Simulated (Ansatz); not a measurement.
# InTeOs3F2: the cost of one run

Method: DFT PBE, scalar-relativistic, plane waves, PAW, in Ansatz 0.2.0.

## Step 1: The starting structure

The structure is tetragonal, space group P4/mmm (No. 123). The conventional cell has a = 3.851 Å, b = 3.851 Å, c = 9.179 Å, α = 90.00°, β = 90.00°, γ = 90.00°. In (site symmetry 4/mmm) has 2 F at 2.83 Å and 8 Os at 3.02 Å in its first shell of neighbours. Te (site symmetry 4/mmm) is surrounded by 4 Os at 2.72 Å. Around Os (site symmetry 4mm) lie 1 Os at 2.62 Å. Around Os (site symmetry 4/mmm) lie 2 F at 1.76 Å and 4 Te at 2.72 Å. F (site symmetry 4mm) has 1 Os at 1.76 Å in its first shell of neighbours.

Structure file:

```cif
data_structure
_symmetry_space_group_name_H-M 'P 1'
_symmetry_Int_Tables_number 1
_cell_length_a 3.8512
_cell_length_b 3.8512
_cell_length_c 9.1787
_cell_angle_alpha 90.000
_cell_angle_beta 90.000
_cell_angle_gamma 90.000
_cell_volume 136.13
loop_
_atom_site_label
_atom_site_type_symbol
_atom_site_fract_x
_atom_site_fract_y
_atom_site_fract_z
_atom_site_occupancy
In1 In 0.50000 0.50000 0.50000 1
Te1 Te 0.00000 0.00000 0.00000 1
Os1 Os 0.00000 0.00000 0.35744 1
Os2 Os 0.00000 0.00000 0.64256 1
Os3 Os 0.50000 0.50000 0.00000 1
F1 F 0.50000 0.50000 0.19132 1
F2 F 0.50000 0.50000 0.80868 1
```

Recipe of the guess: random cell by space group and Wyckoff sites (P4/mmm, No. 123). Lengths come from tabulated atomic sizes and are only a guess.

## Step 2: Probe: one point on a coarse mesh

input.yaml reads:

```yaml
crystal:
  lattice:
    - [3.85115224, 0.0, 0.0]
    - [0.0, 3.85115224, 0.0]
    - [0.0, 0.0, 9.17871292]
  atoms:
    - { symbol: In, position: [0.5, 0.5, 0.5] }
    - { symbol: Te, position: [0.0, 0.0, 0.0] }
    - { symbol: Os, position: [0.0, 0.0, 0.35744119], spin: 1.0 }
    - { symbol: Os, position: [0.0, 0.0, 0.64255881], spin: 1.0 }
    - { symbol: Os, position: [0.5, 0.5, 0.0], spin: 1.0 }
    - { symbol: F, position: [0.5, 0.5, 0.19132023] }
    - { symbol: F, position: [0.5, 0.5, 0.80867977] }
basis:
  ecutwfc: 420
kpoints:
  mp_grid: { grid: [4, 4, 2] }
hamiltonian:
  xc: pbe
scf:
  occupations: { method: gaussian, width: 0.1 }
  lower_state_search: "off"
output:
  forces: true
  stress: true
  eigenvalues: true
  populations: true
magnetization:
  spin_polarized: true
```

Launch:

```bash
> ansatz run input.yaml --threads 1 --pin off --max-ram 2560MiB --backend cpu --events-out ev --progress --plain --runs-dir out
```

What time and memory should one allow on 1 thread of Intel Xeon at 2.70GHz, shared host?

About 25 s, with a peak of 0.54 GiB.
